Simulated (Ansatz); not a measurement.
# C2H10AlNO: the cost of one run

Program: Ansatz 0.2.0. Level of theory: UKS B3LYP-D4/def2-SVP. These are calculated values, not measurements.

## (1) The starting structure

Bond lengths: Al1–N2 2.238 Å, N2–C3 1.445 Å, N2–C4 1.444 Å, Al1–H5 1.537 Å, Al1–H6 1.538 Å, Al1–O8 2.177 Å, C3–H9 1.097 Å, C3–H10 1.092 Å, C3–H11 1.098 Å, C4–H12 1.097 Å, C4–H13 1.098 Å, C4–H14 1.091 Å, O8–H15 0.952 Å. Angles (14 of 22 angles, heavy atoms first): Al1–N2–C3 119.1°, Al1–N2–C4 124.0°, C3–N2–C4 113.7°, N2–Al1–O8 70.4°, N2–Al1–H5 116.5°, N2–Al1–H6 113.0°, H5–Al1–O8 112.3°, H6–Al1–O8 111.8°, N2–C3–H9 111.1°, N2–C3–H10 108.6°, N2–C3–H11 111.6°, N2–C4–H12 111.1°, N2–C4–H13 111.4°, N2–C4–H14 109.0°.

Structure file:

```xyz
15

Al   -1.3558    1.3268    0.5166
N     0.0188   -0.2773   -0.2237
C    -0.1263   -1.6206    0.2895
C     0.7413   -0.2088   -1.4726
H    -1.6101    2.5057   -0.4361
H    -2.4531    0.7924    1.4520
H     0.5951    0.5155    0.6916
O     0.5642    1.4838    1.5311
H    -0.6525   -2.2619   -0.4279
H    -0.7102   -1.5802    1.2111
H     0.8484   -2.0782    0.5046
H     0.2345   -0.7870   -2.2548
H     1.7610   -0.6026   -1.3677
H     0.7949    0.8318   -1.7946
H     1.3497    1.9607    1.7808
```

## (2) A restrained relaxation towards end A

Springs on the bonds that form and break draw the guess towards this end; the thresholds are loose.

The input, input.yaml:

```yaml
crystal:
  periodic: [false, false, false]
  atoms:
    - { symbol: Al, position_ang: [-1.3558, 1.3268, 0.5166] }
    - { symbol: "N", position_ang: [0.0188, -0.2773, -0.2237] }
    - { symbol: C, position_ang: [-0.1263, -1.6206, 0.2895] }
    - { symbol: C, position_ang: [0.7413, -0.2088, -1.4726] }
    - { symbol: H, position_ang: [-1.6101, 2.5057, -0.4361] }
    - { symbol: H, position_ang: [-2.4531, 0.7924, 1.452] }
    - { symbol: H, position_ang: [0.5951, 0.5155, 0.6916] }
    - { symbol: O, position_ang: [0.5642, 1.4838, 1.5311] }
    - { symbol: H, position_ang: [-0.6525, -2.2619, -0.4279] }
    - { symbol: H, position_ang: [-0.7102, -1.5802, 1.2111] }
    - { symbol: H, position_ang: [0.8484, -2.0782, 0.5046] }
    - { symbol: H, position_ang: [0.2345, -0.787, -2.2548] }
    - { symbol: H, position_ang: [1.761, -0.6026, -1.3677] }
    - { symbol: H, position_ang: [0.7949, 0.8318, -1.7946] }
    - { symbol: H, position_ang: [1.3497, 1.9607, 1.7808] }
magnetization:
  spin_polarized: true
basis:
  gaussian: { orbitals: def2-SVP }
hamiltonian:
  xc: b3lyp
  dispersion: d4
relax:
  f_tol: 0.15
  max_steps: 25
  restrain:
    - { distance: [0, 7], at: 3.17, k: 30.0 }
    - { distance: [6, 1], at: 2.32, k: 30.0 }
    - { distance: [0, 1], at: 1.92, k: 30.0 }
    - { distance: [6, 7], at: 0.97, k: 30.0 }
output:
  orbitals: {}
```

The run is started by

```bash
$ ansatz run input.yaml --threads 4 --pin off --max-ram 5120MiB --backend cpu --events-out ev --progress --plain --runs-dir out
```

What time and memory should one allow on 4 threads of Arm Neoverse N1, shared host?

About 52 s, with a peak of 0.41 GiB.
